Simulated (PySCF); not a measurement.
# H2LuO (Lu(H2O)3+): the cost of one run

Method: several levels, as the steps say, no spin–orbit coupling; program: PySCF 2.14.0.

3 further runs of the same task are left out: 2 for a known fault of the program, 1 that didn't finish.

### 1 The starting structure

4 atoms, charge 3, spin multiplicity 1.

Bond lengths: Lu1–O2 2.074 Å, O2–H3 1.021 Å, O2–H4 1.021 Å. Angles: Lu1–O2–H3 128.9°, Lu1–O2–H4 128.9°, H3–O2–H4 102.1°.

Geometry (Å):

```xyz
4
charge 3, multiplicity 1
Lu    0.00000    0.00000   -0.02121
O     0.00000    0.00000    2.05282
H     0.79395    0.00000    2.69413
H    -0.79395    0.00000    2.69413
```

Formal oxidation states: Lu +3. An earlier session relaxed this geometry at PBE, Lu def2-SVP with ECP28, O def2-SVP, H def2-SVP (singlet, point group C2v).

At PBE on the finer grid: E = -1311.407906 Eh, HOMO -27.30 eV, LUMO -22.14 eV, Mulliken charge on Lu1 +2.51 e, largest force component 0.004 eV/Å. 

Levels to run: BP86; HF; TPSSh; r2SCAN; PBE, TZVP; PBE, x2c-SVP. Hardware: 2 threads of Arm Neoverse V1, shared host.

### 2 BP86

run.py (the lines that set the calculation)

```python
mol = gto.M(atom='''
Lu     0.00000     0.00000    -0.02121
O      0.00000     0.00000     2.05282
H      0.79395     0.00000     2.69413
H     -0.79395     0.00000     2.69413''',
    basis={'Lu': 'def2-SVP', 'O': 'def2-SVP', 'H': 'def2-SVP'},
    ecp={'Lu': 'def2-SVP'},
    charge=3, spin=0)
mf = dft.RKS(mol, xc='B88,P86')
mf.grids.atom_grid = (75, 302)  # f atoms: unpruned, at least (60, 302)
mf = mf.density_fit()  # fitting sets: Lu def2-universal-JKFIT, O def2-universal-JKFIT, H def2-universal-JKFIT
mf.conv_tol = 1e-08; mf.max_cycle = 55
mf.kernel(dm0)  # dm0: the density of the relaxed state
```

Command:

```
OMP_NUM_THREADS=2 python run.py
```

**Question.** How long does this run take on 2 threads of Arm Neoverse V1, shared host?

About 4.8 s.
